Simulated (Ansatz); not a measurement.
**Al₂N₂H₈: from a rough start to a minimum**

Aim: relax Al₂N₂H₈ from a cheap starting geometry, then compute its harmonic vibrations to see whether it is a minimum and to get the zero-point energy and entropy, and look at its orbitals and charge.

Program: Ansatz 0.2.0, Gaussian basis. Level of theory: RKS PBE0-D4/def2-TZVP. These are calculated values, not measurements.

Plan: relaxation at PBE0-D4/def2-TZVP; harmonic vibrations at the same level; a single point in def2-TZVPP for the fields.

### 1 The starting structure

SMILES `[NH2+]1[AlH2-][NH2+][AlH2-]1`, 12 atoms, charge 0, spin multiplicity 1.

Atoms are counted from 1 here; the program's logs count them from 0.

Bond lengths: N1–Al2 1.968 Å, N1–Al4 1.968 Å, N1–H5 1.020 Å, N1–H6 1.025 Å, Al2–N3 1.968 Å, Al2–H7 1.551 Å, Al2–H8 1.544 Å, N3–Al4 1.968 Å, N3–H9 1.020 Å, N3–H10 1.025 Å, Al4–H11 1.544 Å, Al4–H12 1.551 Å. Angles: Al2–N1–Al4 90.8°, Al2–N1–H5 120.9°, Al2–N1–H6 109.0°, Al4–N1–H5 120.9°, Al4–N1–H6 109.0°, H5–N1–H6 105.4°, N1–Al2–N3 88.3°, N1–Al2–H7 108.0°, N1–Al2–H8 111.7°, N3–Al2–H7 108.1°, N3–Al2–H8 111.5°, H7–Al2–H8 123.4°, Al2–N3–Al4 90.8°, Al2–N3–H9 120.7°, Al2–N3–H10 109.3°, Al4–N3–H9 120.8°, Al4–N3–H10 109.1°, H9–N3–H10 105.4° and more.

The start is a GFN2-xTB geometry.

### 2 Relaxation at PBE0-D4/def2-TZVP

in.yaml reads:

```yaml
crystal:
  periodic: [false, false, false]
  atoms:
    - {symbol: N, position_ang: [-1.009800, 0.378460, -0.848080]}
    - {symbol: Al, position_ang: [0.943140, 0.214140, -1.022160]}
    - {symbol: N, position_ang: [1.011990, -0.297920, 0.876840]}
    - {symbol: Al, position_ang: [-0.949410, -0.453630, 0.934380]}
    - {symbol: H, position_ang: [-1.631770, 0.019570, -1.572230]}
    - {symbol: H, position_ang: [-1.253500, 1.368870, -0.746260]}
    - {symbol: H, position_ang: [1.534830, 1.641400, -1.159410]}
    - {symbol: H, position_ang: [1.337080, -0.962440, -1.941540]}
    - {symbol: H, position_ang: [1.605640, -1.066860, 1.187270]}
    - {symbol: H, position_ang: [1.300680, 0.511300, 1.435750]}
    - {symbol: H, position_ang: [-1.406030, -1.927980, 0.889940]}
    - {symbol: H, position_ang: [-1.482860, 0.575100, 1.965510]}
basis:
  gaussian: {orbitals: def2-TZVP}
hamiltonian: {xc: pbe0, dispersion: d4}
relax: {f_tol: 0.005, max_steps: 150}
```

Started as:

```sh
ansatz run in.yaml --threads 4 --pin off --events-out ev --progress --plain --max-ram 10444MiB
```

The runs that follow: Vibrations by finite differences; A single point for the fields.

Before running them: what should the planned runs give, taken together? Wanted: point group; shift from the start; total energy; dispersion term; dipole moment; lowest, highest wavenumber; zero-point energy; HOMO, LUMO.

**Answer**, as computed:

| quantity | value |
| --- | --- |
| point group | D2h |
| steps | 10 |
| shift from the start (rms) | 0.233 Å |
| total energy | -16299.8603 eV |
| dispersion term | -222 meV |
| dipole moment | 0.01 D |
| lowest, highest wavenumber | 97, 3611 cm⁻¹ |
| zero-point energy | 52.7 kcal/mol |
| entropy at 298.15 K | 318.5 J/(mol K) |
| HOMO, LUMO | -7.96, -0.25 eV |

**Reading.** The atoms moved 0.23 Å (rms) from the start; the bond that changed most is Al4–H11, from 1.544 to 1.592 Å. All wavenumbers are real, so the end point is a minimum. The stiffest mode, 3611 cm⁻¹, is an N–H stretch. Harmonic hybrid wavenumbers usually lie a few per cent above measured fundamentals. The largest Mulliken charge, -0.56 e, sits on N3. The HOMO lies mostly on 4 H atoms about 21 % each and the LUMO on 8 H atoms about 9 % each; Al2, Al4 about 9 % each.
